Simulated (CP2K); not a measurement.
Crystal: Cd3Se.

```
CELL_PARAMETERS angstrom
6.73673 0.00000 0.00000
4.26343 5.21600 0.00000
-5.50008 -2.60800 2.88634
ATOMIC_POSITIONS crystal
Cd 0.50000 0.50000 0.00000
Cd 0.25000 0.75000 0.50000
Cd 0.75000 0.25000 0.50000
Se 0.00000 0.00000 0.00000
```

The cell comes from a database or a generator and needn't be the stable form of this composition.

Base run:

| Property | Result |
| --- | --- |
| Program | CP2K 2026.2 |
| Functional | PBEsol |
| Potentials or basis | POTENTIAL_UZH Cd GTH-PBE-q12, Se GTH-PBE-q6; TZVP-MOLOPT-PBE-GTH basis |
| Density cutoff | 6123 eV |
| k mesh | 9 × 9 × 9 |
| Occupations | fermi-dirac, width 0.05 eV |
| Spin | no spin polarisation |

Its results: band gap on the k mesh none (metal or under the smearing width); pressure -3.2 GPa.

Problem. The run is repeated on the same cell with these changes: functional from PBEsol to PBE; ngrids from 4 to 5. What comes out?

Solution. Band gap on the k mesh none (metal or under the smearing width); pressure -0.2 GPa.

Caveats: the basis of atomic orbitals isn't converged, which shifts pressures, moduli and gaps; the potentials were made for another functional, which shifts forces and pressure (some runs).

Not every run made on this cell is shown here.
